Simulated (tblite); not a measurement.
# C4H11F2NSi: the cost of one run

The runs use tblite 0.8.0 and PySCF 2.14.0, with density-fitted response routines of our own; the level of theory stands in each step. All values are computed, except where a source is named. Atoms are numbered from 0 throughout.

## Step 1: The molecule as given

19 atoms, charge 0, multiplicity 1; geometry from: force field or distance geometry start.

Bonds of the start (Å): N0–C1 1.45, C1–C2 1.56, C2–C3 1.55, C3–Si4 1.87, C2–C5 1.52, C5–F6 1.35, C5–F7 1.35, N0–H8 1.02, N0–H9 1.03, C1–H10 1.10, C1–H11 1.10, C2–H12 1.11, C3–H13 1.10, C3–H14 1.09, Si4–H15 1.49, Si4–H16 1.48, Si4–H17 1.49, C5–H18 1.10.

## Step 2: Relaxing the molecule with GFN2-xTB

Job settings and geometry (Å):

```
{"job": {"kind": "relax", "xc": "GFN2-xTB", "basis": "xTB"}, "charge": 0, "multiplicity": 1}
N     -1.913300     0.794600    -1.403400
C     -1.607200    -0.290500    -0.492400
C     -0.308200    -0.013900     0.321800
C      0.914100     0.082000    -0.625600
Si     2.482700     0.781400     0.124600
C     -0.160000    -1.106000     1.374200
F     -1.251100    -1.132600     2.173000
F     -0.063500    -2.317900     0.790200
H     -2.152300     1.632400    -0.870100
H     -2.768100     0.554500    -1.921600
H     -1.492700    -1.221100    -1.062600
H     -2.457200    -0.437700     0.194900
H     -0.458100     0.946400     0.854100
H      1.139100    -0.922200    -1.023500
H      0.676900     0.716300    -1.478200
H      2.224000     2.156800     0.631300
H      2.894000    -0.053200     1.274100
H      3.571900     0.801200    -0.889500
H      0.719300    -0.961300     2.021200
```

Launch:

```sh
$ OMP_NUM_THREADS=1 python probes_run.py task.json out
```

The driver reads the jobs from task.json and runs them one after another.

**Question.** How long does this first job take on 1 thread of Intel Xeon at 2.50GHz, shared host, and how much memory does it need?

About 1.5 s, with a peak of 0.18 GiB.
